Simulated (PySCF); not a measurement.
**CoNH₂: relaxation and vibrations of the quintet**

Where does quintet CoNH₂ go from a T-shaped (ligand arrangement 1) start, is the end point a minimum, and what are its modes, charges and moments?

Method: PBE0, basis Co def2-TZVP, N def2-TZVP, H def2-TZVP, no relativity, density fitting; program: PySCF 2.14.0.

### 1 The system as given

4 atoms, charge 0, spin multiplicity 5.

Bond lengths: Co1–N2 1.630 Å, Co1–H3 1.430 Å, Co1–H4 1.430 Å. Angles: N2–Co1–H3 88.0°, N2–Co1–H4 176.0°, H3–Co1–H4 88.0°.

Coordinates in bohr (charge 0 multiplicity 5):
```
Co    0.0000    0.0000    0.0000
N    -3.0784    0.0000    0.1075
H     0.0000    0.0000    2.7023
H     2.7006    0.0000    0.0943
```

### 2 First SCF at the start

One driver script runs all steps and calls PySCF; scf.py shows how it sets up the SCF of each step. The optimiser is the driver's own. After this first run the driver tries any further starts and a stability analysis.

Input file scf.py:

```python
from pyscf import gto, scf, dft
mol = gto.M(atom='''
Co     0.000000     0.000000     0.000000
N     -1.629000     0.000000     0.056900
H      0.000000     0.000000     1.430000
H      1.429100     0.000000     0.049900''',
    basis={'Co': 'def2-TZVP', 'N': 'def2-TZVP', 'H': 'def2-TZVP'},
    charge=0, spin=4)
mf = dft.UKS(mol, xc='PBE0')
mf.grids.atom_grid = (50, 194)
aux = {'Co': 'def2-universal-JKFIT', 'N': 'def2-universal-JKFIT', 'H': 'def2-universal-JKFIT'}
mf = mf.density_fit(auxbasis=aux)
mf.conv_tol = 1e-08
mf.diis_space = 10
mf.max_cycle = 60
mf.init_guess = 'minao'
mf.verbose = 4
mf.kernel()
```

Command:

```console
$ OMP_NUM_THREADS=4 python axn.py task.json out
```

Output:

```text
init E= -1437.3389777293
[... the frontier-level lines of each cycle are left out ...]
cycle= 1 E= -1422.16568058598  delta_E= 15.2  |g|= 5.66  |ddm|= 42.2
cycle= 2 E= -1399.53361756321  delta_E= 22.6  |g|= 11.3  |ddm|= 41.5
cycle= 3 E= -1424.93820682295  delta_E= -25.4  |g|= 7.31  |ddm|= 7.97
cycle= 4 E= -1428.85144744929  delta_E= -3.91  |g|= 6.26  |ddm|= 2.94
cycle= 5 E= -1431.24987922623  delta_E= -2.4  |g|= 5.28  |ddm|= 1.19
cycle= 6 E= -1435.28337888814  delta_E= -4.03  |g|= 3.52  |ddm|= 2.03
cycle= 7 E= -1436.20627826964  delta_E= -0.923  |g|= 2.84  |ddm|= 0.467
cycle= 8 E= -1436.99278786066  delta_E= -0.787  |g|= 2.35  |ddm|= 0.716
cycle= 9 E= -1437.01418138237  delta_E= -0.0214  |g|= 2.24  |ddm|= 0.585
cycle= 10 E= -1437.48924956666  delta_E= -0.475  |g|= 1.82  |ddm|= 0.303
cycle= 11 E= -1437.61292372032  delta_E= -0.124  |g|= 1.59  |ddm|= 0.405
cycle= 12 E= -1438.04345696236  delta_E= -0.431  |g|= 0.942  |ddm|= 0.855
cycle= 13 E= -1438.24072150489  delta_E= -0.197  |g|= 0.0559  |ddm|= 0.312
cycle= 14 E= -1438.24234371527  delta_E= -0.00162  |g|= 0.0748  |ddm|= 0.0778
cycle= 15 E= -1438.24468325236  delta_E= -0.00234  |g|= 0.0297  |ddm|= 0.0461
cycle= 16 E= -1438.2454254395  delta_E= -0.000742  |g|= 0.00908  |ddm|= 0.0462
cycle= 17 E= -1438.24558935351  delta_E= -0.000164  |g|= 0.00278  |ddm|= 0.0264
cycle= 18 E= -1438.24562710766  delta_E= -3.78e-05  |g|= 0.00193  |ddm|= 0.0102
cycle= 19 E= -1438.24565381486  delta_E= -2.67e-05  |g|= 0.00107  |ddm|= 0.0117
cycle= 20 E= -1438.24566276159  delta_E= -8.95e-06  |g|= 0.000396  |ddm|= 0.00867
cycle= 21 E= -1438.24566350051  delta_E= -7.39e-07  |g|= 0.00016  |ddm|= 0.00232
cycle= 22 E= -1438.24566360142  delta_E= -1.01e-07  |g|= 5.66e-05  |ddm|= 0.000693
cycle= 23 E= -1438.24566361975  delta_E= -1.83e-08  |g|= 4.09e-05  |ddm|= 0.000285
cycle= 24 E= -1438.24566362305  delta_E= -3.3e-09  |g|= 9.73e-06  |ddm|= 0.00013
Extra cycle  E= -1438.24566362318  delta_E= -1.36e-10  |g|= 1.75e-05  |ddm|= 2.25e-05
converged SCF energy = -1438.24566362318  <S^2> = 6.0527257  2S+1 = 5.021046
```

This step, with its further starts and checks, ran for 20 s (4 threads of Arm Neoverse N1, shared host).

Energies from each starting density:

```tsv
start	energy (Eh)
the minimal-basis guess	-1438.245664
a thermally smeared density	-1438.245664
a smeared PBE density	-1438.245664
```

No lower solution of this spin turned up from the other starts or in the test of internal stability.

### 3 Relaxation: T-shaped (ligand arrangement 1) start, quintet

The program finds Cs symmetry in the start, which this walk keeps. The walk stops when the largest gradient is under 0.0003 Eh/bohr and the energy has settled too.

Edit scf.py of step 2 so:

```diff
@@ -3,4 +3,4 @@
-Co     0.000000     0.000000     0.000000
-N     -1.629000     0.000000     0.056900
-H      0.000000     0.000000     1.430000
-H      1.429100     0.000000     0.049900''',
+Co     0.285126     0.000000    -0.030530
+N     -1.343874     0.000000     0.026370
+H      0.285126     0.000000     1.399470
+H      1.714226     0.000000     0.019370''',
@@ -16 +15,0 @@
-mf.init_guess = 'minao'
```

Steps of the walk (not every step is listed):

```tsv
step	energy (Eh)	change (kJ/mol)	largest symmetric gradient (Eh/bohr)
0	-1438.245664	0.00	0.03414
1	-1438.251064	-14.18	0.02252
2	-1438.254722	-23.78	0.01339
3	-1438.256547	-28.57	0.01058
4	-1438.257981	-32.34	0.01490
5	-1438.260321	-38.48	0.01851
6	-1438.275557	-78.49	0.05284
7	-1438.298775	-139.44	0.07090
8	-1438.314084	-179.64	0.04601
9	-1438.323985	-205.63	0.04181
10	-1438.330111	-221.72	0.06913
12	-1438.344009	-258.21	0.02962
14	-1438.350254	-274.60	0.00985
16	-1438.353691	-283.63	0.01134
18	-1438.357775	-294.35	0.04004
20	-1438.360381	-301.19	0.01110
22	-1438.361913	-305.21	0.01093
24	-1438.363215	-308.63	0.01101
26	-1438.363611	-309.67	0.00523
28	-1438.364169	-311.14	0.00212
29	-1438.364232	-311.30	0.00440
30	-1438.364279	-311.42	0.00119
31	-1438.364285	-311.44	0.00114
32	-1438.364289	-311.45	0.00112
33	-1438.364294	-311.47	0.00033
34	-1438.364295	-311.47	0.00009
```

The walk took 86 s.

It settles in C∞v symmetry, 311.5 kJ/mol below the start, after 34 steps: Co–H 1.591 Å, Co–N 1.707 Å, N–H 1.012 Å; Co–N–H 179.8°, H–Co–N 179.9°.

### 4 Is it a minimum? Harmonic modes

The point is checked on the finer grid, and tightened if its gradient asks for it. The Hessian and the dipole derivatives come from central differences of analytic gradients, with steps of 0.02 bohr.

Edit scf.py of step 3 so:

```diff
@@ -3,4 +3,4 @@
-Co     0.285126     0.000000    -0.030530
-N     -1.343874     0.000000     0.026370
-H      0.285126     0.000000     1.399470
-H      1.714226     0.000000     0.019370''',
+Co     0.295606     0.000000    -0.155835
+N     -1.214709     0.000000     0.640359
+H     -2.109908    -0.000000     1.112281
+H      1.702669    -0.000000    -0.897597''',
@@ -10 +10 @@
-mf.grids.atom_grid = (50, 194)
+mf.grids.atom_grid = (75, 302)
@@ -13 +13 @@
-mf.conv_tol = 1e-08
+mf.conv_tol = 1e-10
```

The driver hands on the density of the step before, so the log starts near convergence.

Log of the central SCF (cycles and frontier levels):

```text
init E= -1438.36420312217
[... the frontier-level lines of each cycle are left out ...]
cycle= 1 E= -1438.36420312211  delta_E= 6.18e-11  |g|= 1.47e-05  |ddm|= 6.59e-06
cycle= 2 E= -1438.36420312092  delta_E= 1.19e-09  |g|= 7.03e-05  |ddm|= 2.99e-05
cycle= 3 E= -1438.36420312218  delta_E= -1.26e-09  |g|= 1.32e-06  |ddm|= 2.44e-05
cycle= 4 E= -1438.36420312217  delta_E= 2.96e-12  |g|= 6.06e-07  |ddm|= 1.01e-06
Extra cycle  E= -1438.36420312218  delta_E= -1.59e-12  |g|= 1.45e-06  |ddm|= 1.63e-06
converged SCF energy = -1438.36420312218  <S^2> = 6.029872  2S+1 = 5.0119346
```

The whole step took 66 s.

Geometry: C∞v; Co–H 1.591 Å, Co–N 1.707 Å, N–H 1.012 Å; Co–N–H 180.0°, H–Co–N 180.0°.

Modes, for the most abundant isotopes:

```tsv
symmetry	ω (cm⁻¹)	IR (km/mol)	μ (u)
π	267	11.2	1.04
π	542	382	1.27
σ+	769	0.0	8.48
σ+	1805	247	1.02
σ+	3608	27.3	1.08
```

No imaginary mode, so this is a minimum.

Constants and moments:

```
Dipole moment                                                   : 2.04 D
Highest occupied level                                          : -7.67 eV
Lowest empty level                                              : -2.78 eV
Rotational constants                                            : 0.3971 cm⁻¹
Zero-point energy                                               : 46.7 kJ/mol
Principal polarisabilities                                      : 23.8, 23.8, 61.2 bohr³
Atomisation energy without zero-point energy                    : 870 kJ/mol
Principal traceless quadrupole moments about the centre of mass : -2.36, 1.18, 1.18 D Å
Entropy at 298.15 K and 1 bar (electronic part: spin only)      : 255.6 J/(mol K)
Heat capacity Cp at 298.15 K                                    : 56.3 J/(mol K)
Enthalpy at 298.15 K above 0 K                                  : 12.36 kJ/mol
Rotational symmetry number                                      : 1
Spin squared ⟨S²⟩                                               : 6.030
```

Populations by atom (charges in e):

```tsv
atom	Mulliken	Löwdin	polar tensor	spin (Mulliken)	Mayer order to Co1
Co1	0.36	0.35	0.54	2.81	–
N2	-0.45	-0.26	-0.37	1.31	1.48
H3	0.23	0.13	0.22	-0.03	0.03
H4	-0.14	-0.22	-0.40	-0.09	0.93
```

Outer orbital energies (eV). α occupied: -11.42, -11.42, -11.28, -10.06, -9.82, -8.04, -8.04, -7.67; empty: 0.43, 1.88, 1.88, 2.39. β occupied: -65.82, -65.81, -21.02, -12.78, -8.35, -7.91, -7.79, -7.79; empty: -2.78, -2.63, -2.62, -1.72.

Mulliken populations on Co1: s 6.89, p 12.35, d 7.40, f 0.00.

### 5 Results

```
                                          quantity                                                                  value
                                           minimum                                                           quintet, C∞v
                                          geometry  Co–H 1.591 Å, Co–N 1.707 Å, N–H 1.012 Å; Co–N–H 180.0°, H–Co–N 180.0°
                                wavenumbers (cm⁻¹)                       267 (π), 542 (π), 769 (σ+), 1805 (σ+), 3608 (σ+)
                                     dipole moment                                                                 2.04 D
highest occupied, lowest empty level (either spin)                                                        -7.67, -2.78 eV
                        polar-tensor charge of Co1                                                                +0.54 e
                                 zero-point energy                                                            46.7 kJ/mol
                               entropy at 298.15 K                                                        255.6 J/(mol K)
         atomisation energy (no zero-point energy)                                                             870 kJ/mol
                                              ⟨S²⟩                                                                  6.030
```

From Cs at the start the molecule goes to a C∞v minimum. In the infrared the band at 542 cm⁻¹ (π) leads. Most of the spin sits on Co1 (Mulliken spin 2.81, against 4 for the whole molecule). Other starts or spin states, not run here, may lie lower. Open d and f shells are described by one determinant, and the ground state may have another occupation or spin.

The search up to here took 2.9 min.
